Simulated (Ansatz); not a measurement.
A run of Ansatz 0.2.0 is set up as follows.

input.yaml

```yaml
crystal:
  lattice:
    - [3.699491, 0.0, 0.0]
    - [0.0, 3.699491, 0.0]
    - [0.0, 0.0, 6.408422]
  atoms:
    - { symbol: As, position: [0.5, 0.0, 0.223754] }
    - { symbol: As, position: [0.0, 0.5, 0.776246] }
    - { symbol: Cu, position: [0.5, 0.5, 0.5], spin: 0.599, spin_axis: [0.346, 0.346, 0.346] }
    - { symbol: Cu, position: [0.0, 0.0, 0.5], spin: 0.599, spin_axis: [0.346, 0.346, 0.346] }
    - { symbol: Mn, position: [0.5, 0.0, 0.83598], spin: 3.999, spin_axis: [2.309, 2.309, 2.309] }
    - { symbol: Mn, position: [0.0, 0.5, 0.16402], spin: 3.999, spin_axis: [2.309, 2.309, 2.309] }
hamiltonian:
  xc: pbe
  pseudopotentials: { kind: paw_fr }
magnetization:
  noncollinear: true
  spin_orbit: true
kpoints:
  mp_grid: { grid: [7, 7, 4] }
  band_path:
    path:
      - [[0.0, 0.0, 0.0], [0.0, 0.5, 0.0], [0.5, 0.5, 0.0], [0.0, 0.0, 0.0], [0.0, 0.0, 0.5], [0.0, 0.5, 0.5], [0.5, 0.5, 0.5], [0.0, 0.0, 0.5]]
      - [[0.0, 0.5, 0.0], [0.0, 0.5, 0.5]]
      - [[0.5, 0.5, 0.0], [0.5, 0.5, 0.5]]
    npoints: 14
scf:
  occupations: { method: fermi_dirac, width: 0.05 }
  n_extra_bands: 15
output:
  forces: true
  stress: true
  eigenvalues: true
  fatbands: false
```

Potentials or basis: Ansatz PAW.

Run with:

```sh
$ ansatz run input.yaml --threads 2 --pin off --max-ram 5632MiB --backend cpu --events-out ev --progress --plain --runs-dir out
```

Task: Predict the pressure.

Result: -0.1 GPa.

Task: What does it give for the band gap on the k mesh?

Result: None (metal or under the smearing width).

Moments on the atoms (μB; x, y, z):
```
As  0.01 0.01 0.01
As  0.01 0.01 0.01
Cu  0.03 0.03 0.03
Cu  0.03 0.03 0.03
Mn  1.87 1.87 1.87
Mn  1.87 1.87 1.87
```

Caveat: the thresholds are loose for stress.
